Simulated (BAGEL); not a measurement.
# BCNCl2 (BCl2(CN)) at HF/STO-3G (density fitting with qzvpp-jkfit)

What is the vertical singlet–triplet gap of BCNCl2 (BCl2(CN)) at HF/STO-3G (density fitting with qzvpp-jkfit)? 

The results are computed with BAGEL 1.2.2.

3 further runs of the same task are left out: 1 that didn't finish, 2 set aside as unsound or not needed.

### 1 The system as given

BCNCl2 has 5 atoms, charge 0, and is taken as a singlet. As SMILES, `N#CB(Cl)Cl`. Geometry: relaxed at GFN2-xTB.

Bond lengths: B1–Cl2 1.711 Å, B1–Cl3 1.712 Å, B1–C4 1.530 Å, C4–N5 1.147 Å. Angles: Cl2–B1–Cl3 121.4°, Cl2–B1–C4 119.4°, Cl3–B1–C4 119.3°, B1–C4–N5 179.9°.

### 2 The energy at HF/STO-3G (density fitting with qzvpp-jkfit)

File job.json:

```json
{ "bagel": [

{
  "title": "molecule",
  "basis": "sto-3g",
  "df_basis": "qzvpp-jkfit",
  "angstrom": true,
  "geometry": [
    { "atom": "B", "xyz": [       0.253340,       0.438150,       0.006010 ] },
    { "atom": "Cl", "xyz": [       1.963610,       0.419120,       0.054330 ] },
    { "atom": "Cl", "xyz": [      -0.620890,       1.910200,      -0.020890 ] },
    { "atom": "C", "xyz": [      -0.511540,      -0.887200,      -0.013590 ] },
    { "atom": "N", "xyz": [      -1.084520,      -1.880260,      -0.025860 ] }
  ]
},

{ "title": "hf" },

{ "title": "print", "file": "orbitals.molden", "orbitals": true }

]}
```

On the command line:

```
$ BAGEL_NUM_THREADS=1 BAGEL job.json > job.out
```

Output:

```text
* using 1 threads per process

  ===============================================================
  ===============================================================

  *** Geometry ***

  { "atom" : "B", "xyz" : [      0.478743,      0.827984,      0.011357 ] },
  { "atom" : "Cl", "xyz" : [      3.710685,      0.792022,      0.102669 ] },
  { "atom" : "Cl", "xyz" : [     -1.173312,      3.609755,     -0.039476 ] },
  { "atom" : "C", "xyz" : [     -0.966671,     -1.676565,     -0.025681 ] },
  { "atom" : "N", "xyz" : [     -2.049446,     -3.553176,     -0.048868 ] },

  Number of auxiliary basis functions:      483

  Since a DF basis is specified, we compute 2- and 3-index integrals:
    o Being stored without compression. Storage requirement is 0.004 GB

  Number of basis functions:       33
  Number of electrons      :       52

    * METHOD: MOLECULE                             0.16

  *** RHF ***

  === Nuclear Repulsion ===
   212.0119779631

      * DIIS with orbital gradients will be used.

  === RHF iteration (sto-3g) ===
      0      -1024.53883511          0.02642558           0.03
      1      -1024.62535364          0.02252887           0.02
      2      -1024.73943604          0.00198670           0.02
      3      -1024.74091113          0.00049667           0.02
      4      -1024.74109331          0.00013765           0.02
      5      -1024.74110954          0.00005922           0.02
      6      -1024.74111310          0.00002553           0.02
      7      -1024.74111384          0.00000281           0.02
      8      -1024.74111384          0.00000108           0.02
      9      -1024.74111384          0.00000045           0.02
     10      -1024.74111384          0.00000008           0.02
     11      -1024.74111384          0.00000002           0.02
     12      -1024.74111384          0.00000001           0.02
    * SCF iteration converged.

    * Permanent dipole moment:
           (   -0.193215,    -0.329912,    -0.004061) a.u.

    * METHOD: HF                                   0.39

    * METHOD: PRINT                                0.01

  ===============================================================
```

Wall time 0.79 s (1 thread of AMD EPYC 7B13 (Zen 3), shared host); peak memory 0.08 GiB.

### 3 The triplet

File input.json:

```json
{ "bagel": [

{
  "title": "molecule",
  "basis": "sto-3g",
  "df_basis": "qzvpp-jkfit",
  "angstrom": true,
  "geometry": [
    { "atom": "B", "xyz": [       0.253340,       0.438150,       0.006010 ] },
    { "atom": "Cl", "xyz": [       1.963610,       0.419120,       0.054330 ] },
    { "atom": "Cl", "xyz": [      -0.620890,       1.910200,      -0.020890 ] },
    { "atom": "C", "xyz": [      -0.511540,      -0.887200,      -0.013590 ] },
    { "atom": "N", "xyz": [      -1.084520,      -1.880260,      -0.025860 ] }
  ]
},

{ "title": "uhf", "nopen": 2 },

{ "title": "print", "file": "orbitals.molden", "orbitals": true }

]}
```

On the command line:

```
$ BAGEL_NUM_THREADS=1 BAGEL input.json > input.out
```

Output:

```text
* using 1 threads per process

  ===============================================================
  ===============================================================

  *** Geometry ***

  { "atom" : "B", "xyz" : [      0.478743,      0.827984,      0.011357 ] },
  { "atom" : "Cl", "xyz" : [      3.710685,      0.792022,      0.102669 ] },
  { "atom" : "Cl", "xyz" : [     -1.173312,      3.609755,     -0.039476 ] },
  { "atom" : "C", "xyz" : [     -0.966671,     -1.676565,     -0.025681 ] },
  { "atom" : "N", "xyz" : [     -2.049446,     -3.553176,     -0.048868 ] },

  Number of auxiliary basis functions:      483

  Since a DF basis is specified, we compute 2- and 3-index integrals:
    o Being stored without compression. Storage requirement is 0.004 GB

  Number of basis functions:       33
  Number of electrons      :       52

    * METHOD: MOLECULE                             0.16

  *** Open-shell HF ***

  === Nuclear Repulsion ===
   212.0119779631

      * DIIS with orbital gradients will be used.

  === UHF iteration (sto-3g) ===
      0      -1024.43050358          0.02743513           0.05
      1      -1024.51387769          0.01128199           0.05
      2      -1024.52638355          0.00544260           0.05
      3      -1024.52973957          0.00117770           0.05
      4      -1024.53071587          0.00074487           0.05
      5      -1024.53120831          0.00050362           0.04
      6      -1024.53144949          0.00026971           0.05
      7      -1024.53149914          0.00013297           0.05
      8      -1024.53151293          0.00003844           0.06
      9      -1024.53151397          0.00002540           0.05
     10      -1024.53151474          0.00001449           0.05
     11      -1024.53151500          0.00000831           0.05
     12      -1024.53151512          0.00000556           0.05
     13      -1024.53151513          0.00000556           0.05
     14      -1024.53151514          0.00000558           0.05
     15      -1024.53151506          0.00000515           0.05
     16      -1024.53151480          0.00000340           0.05
     17      -1024.53151470          0.00000234           0.05
     18      -1024.53151468          0.00000202           0.05
     19      -1024.53151468          0.00000197           0.05
     20      -1024.53151468          0.00000200           0.05
     21      -1024.53151468          0.00000177           0.05
     22      -1024.53151467          0.00000149           0.05
     23      -1024.53151466          0.00000113           0.05
     24      -1024.53151466          0.00000081           0.05
     25      -1024.53151467          0.00000077           0.05
     26      -1024.53151467          0.00000077           0.05
     27      -1024.53151467          0.00000078           0.04
     28      -1024.53151467          0.00000077           0.05
     29      -1024.53151467          0.00000076           0.05
     30      -1024.53151467          0.00000075           0.05
     31      -1024.53151467          0.00000070           0.05
     32      -1024.53151467          0.00000060           0.05
     33      -1024.53151466          0.00000023           0.04
     34      -1024.53151466          0.00000011           0.05
     35      -1024.53151466          0.00000006           0.08
     36      -1024.53151466          0.00000004           0.05
     37      -1024.53151466          0.00000003           0.05
     38      -1024.53151466          0.00000003           0.05
     39      -1024.53151466          0.00000002           0.04
     40      -1024.53151466          0.00000002           0.04
     41      -1024.53151466          0.00000002           0.05
     42      -1024.53151466          0.00000002           0.05
     43      -1024.53151466          0.00000002           0.05
     44      -1024.53151466          0.00000002           0.04
     45      -1024.53151466          0.00000002           0.04
     46      -1024.53151466          0.00000002           0.05
     47      -1024.53151466          0.00000002           0.05
     48      -1024.53151466          0.00000001           0.05
     49      -1024.53151466          0.00000001           0.05
     50      -1024.53151466          0.00000001           0.05
     51      -1024.53151466          0.00000001           0.04
     52      -1024.53151466          0.00000001           0.04
     53      -1024.53151466          0.00000001           0.05
     54      -1024.53151466          0.00000001           0.05
     55      -1024.53151466          0.00000001           0.05
    * SCF iteration converged.

    * S^2 (UHF) is 2.0294

    * Permanent dipole moment:
           (    0.477506,     0.833487,     0.012767) a.u.

    * METHOD: UHF                                  2.78

    * METHOD: PRINT                                0.01

  ===============================================================
```

It took 3.3 s on 1 thread of AMD EPYC 7B13 (Zen 3), shared host; peak memory 0.08 GiB.

### 4 Outcome

At HF/STO-3G (density fitting with qzvpp-jkfit):

| quantity | value |
| --- | --- |
| singlet: total energy | -1024.74111 Eh |
| singlet: dipole moment | 0.97 D |
| singlet: HOMO energy | -11.93 eV |
| singlet: LUMO energy | 3.22 eV |
| singlet: HOMO–LUMO gap | 15.15 eV |
| triplet: total energy | -1024.53151 Eh |
| triplet: dipole moment | 2.44 D |
| triplet: ⟨S²⟩ | 2.029 |
| vertical energy of the triplet above the singlet | 5.703 eV |

In words: At this shape the triplet lies 5.70 eV (132 kcal/mol) above the singlet. In a minimal basis such a difference can be off by several eV, whatever the method.
